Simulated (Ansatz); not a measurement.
# C2H2Se (SMILES C=C=[Se]): one structure at several levels

The task here is to estimate one member of a computed series from the others.

Method: single points in def2-TZVPP; program: Ansatz 0.2.0, Gaussian basis.

Cores are frozen in the correlated methods. Filled d shells of the heavier atoms are correlated.

## The starting structure

SMILES `C=C=[Se]`, 5 atoms, charge 0, spin multiplicity 1.

Atoms are counted from 1 here; the program's logs count them from 0.

Bond lengths: C1–C2 1.323 Å, C1–H4 1.072 Å, C1–H5 1.013 Å, C2–Se3 1.686 Å. Angles: C2–C1–H4 118.6°, C2–C1–H5 124.5°, H4–C1–H5 116.8°, C1–C2–Se3 177.6°.

Coordinates:

```mol
C2H2Se
  3D, bonds by distance, orders not assigned

  5  4  0  0  0  0  0  0  0  0999 V2000
    0.4369   -0.4645   -0.1383 C   0  0
   -0.4764    0.4443    0.1627 C   0  0
   -1.6064    1.6134    0.6089 Se  0  0
    1.2706   -0.1734   -0.7466 H   0  0
    0.3969   -1.4356    0.1476 H   0  0
  1  2  8  0
  1  4  8  0
  1  5  8  0
  2  3  8  0
M  END
```

The first run:

run/in.yaml reads:

```yaml
crystal:
  periodic: [false, false, false]
  atoms:
    - {symbol: C, position_ang: [0.436900, -0.464500, -0.138300]}
    - {symbol: C, position_ang: [-0.476400, 0.444300, 0.162700]}
    - {symbol: Se, position_ang: [-1.606400, 1.613400, 0.608900]}
    - {symbol: H, position_ang: [1.270600, -0.173400, -0.746600]}
    - {symbol: H, position_ang: [0.396900, -1.435600, 0.147600]}
basis:
  gaussian: {orbitals: def2-TZVPP}
correlation: {method: ccsd_t}
output: {forces: true}
```

No record of the launch command was kept for these runs.

Among the steps run: CCSD(T)/def2-TZVPP; PBE0-D4/def2-TZVPP; wB97M-V/def2-TZVPP; r2SCAN-D4/def2-TZVPP; PBE-D4/def2-TZVPP; CAM-B3LYP-D4/def2-TZVPP; LC-wPBE/def2-TZVPP.

One table of the session follows, with a row left open; its other results are not shown here.

```
      method  RMS force component (eV/Å)  angle to CCSD(T) forces (°)  dipole (D)
     CCSD(T)                       1.171                    reference        0.83
     PBE0-D4                           ?                            ?           ?
     wB97M-V                       1.305                         12.6        0.99
   r2SCAN-D4                       1.286                         10.8        0.94
      PBE-D4                       1.311                          7.0        0.79
CAM-B3LYP-D4                       1.344                         14.9        1.00
     LC-wPBE                       1.374                         17.8        1.09
```

Estimate the missing values for PBE0-D4.

The run gave: RMS force component (eV/Å): 1.322; angle to CCSD(T) forces (°): 12.5; dipole (D): 0.95. In the column «RMS force component (eV/Å)» it lies between PBE-D4 (1.311) and CAM-B3LYP-D4 (1.344).
